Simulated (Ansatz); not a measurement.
# Sr (sc type): how the settings move a single-point run

Aim: see which settings change the result for Sr (sc type), by how much, and at what cost.

Computed with Ansatz 0.2.0 (reference: DFT, LDA, all-electron LAPW, scalar-relativistic, unless a step's input says otherwise).

## (1) The system as given

The structure is cubic, space group Pm-3m (No. 221). The conventional cell has a = 3.383 Å, b = 3.383 Å, c = 3.383 Å, α = 90.00°, β = 90.00°, γ = 90.00°. Sr (site symmetry m-3m) has 6 Sr at 3.38 Å in its first shell of neighbours.

Structure file:

```
CELL_PARAMETERS angstrom
3.38337 0.00000 0.00000
0.00000 3.38337 0.00000
0.00000 0.00000 3.38337
ATOMIC_POSITIONS crystal
Sr 0.00000 0.00000 0.00000
```

## (2) The reference run

Contents of input.yaml:

```yaml
crystal:
  lattice:
    - [3.3833686096, 0.0, 0.0]
    - [0.0, 3.3833686096, 0.0]
    - [0.0, 0.0, 3.3833686096]
  atoms:
    - { symbol: Sr, position: [0.0, 0.0, 0.0] }
kpoints:
  mp_grid: { grid: [10, 10, 10] }
  band_path:
    path:
      - [0.0, 0.0, 0.0]
      - [0.0, 0.5, 0.0]
      - [0.5, 0.5, 0.0]
      - [0.0, 0.0, 0.0]
      - [0.5, 0.5, 0.5]
      - [0.0, 0.5, 0.0]
      - [0.5, 0.5, 0.5]
      - [0.5, 0.5, 0.0]
    npoints: 8
scf:
  occupations: { method: fermi_dirac, width: 0.05 }
hamiltonian:
  xc: lda
  pseudopotentials: { kind: all_electron, lapw: { basis_error: 0.001 } }
output:
  forces: true
  stress: true
  eigenvalues: true
  populations: true
  dos: { projected: true, de: 0.2, e_range: [-14, 8] }
```

On the command line:

```sh
ansatz run input.yaml --threads 1 --pin off --max-ram 2048MiB --backend cpu --events-out ev --progress --plain --runs-dir out
```

## (3) Changed: mp_grid.grid [7, 7, 7]

input.yaml: that of step 2 with these lines changed.

```diff
@@ -8,3 +8,3 @@
 kpoints:
-  mp_grid: { grid: [10, 10, 10] }
+  mp_grid: { grid: [7, 7, 7] }
   band_path:
@@ -30,2 +30 @@
   populations: true
-  dos: { projected: true, de: 0.2, e_range: [-14, 8] }
```

What does the calculation give? Wanted: for each run, ending; energy change; pressure; gap; force.

As calculated:

```
                      run     ending   energy change  pressure (GPa)  gap (eV)  force (eV/Å)  cycles   time
                reference  converged               0             3.1      0.00          0.00       6  2.5 s
1: mp_grid.grid [7, 7, 7]  converged  -12.3 meV/atom             2.9      0.34          0.00       5  1.7 s
```

Times don't compare one to one where runs were asked for different outputs or read a saved state (see the inputs); cycles may leave out searches for a lower state.

Residual by cycle in the longest SCF loop of each run; runs are numbered as in the table. The quantity is the density residual dr2, in eV.

```
cycle  reference    run 1
    1     0.0508   0.0506
    2     0.0298  0.00917
    3     4.4e-4   1.7e-4
    4     1.6e-7   1.2e-6
    5     5.3e-8   3.1e-8
    6     1.5e-9        -
```

Changing the k-point mesh moves the energy by -12.3 meV/atom, and a gap of 0.34 eV opens on the mesh. The energy is not variational in the mesh, so the sign tells nothing. A gap read on a mesh depends on which points the mesh holds, and a coarse mesh shifts the density too.
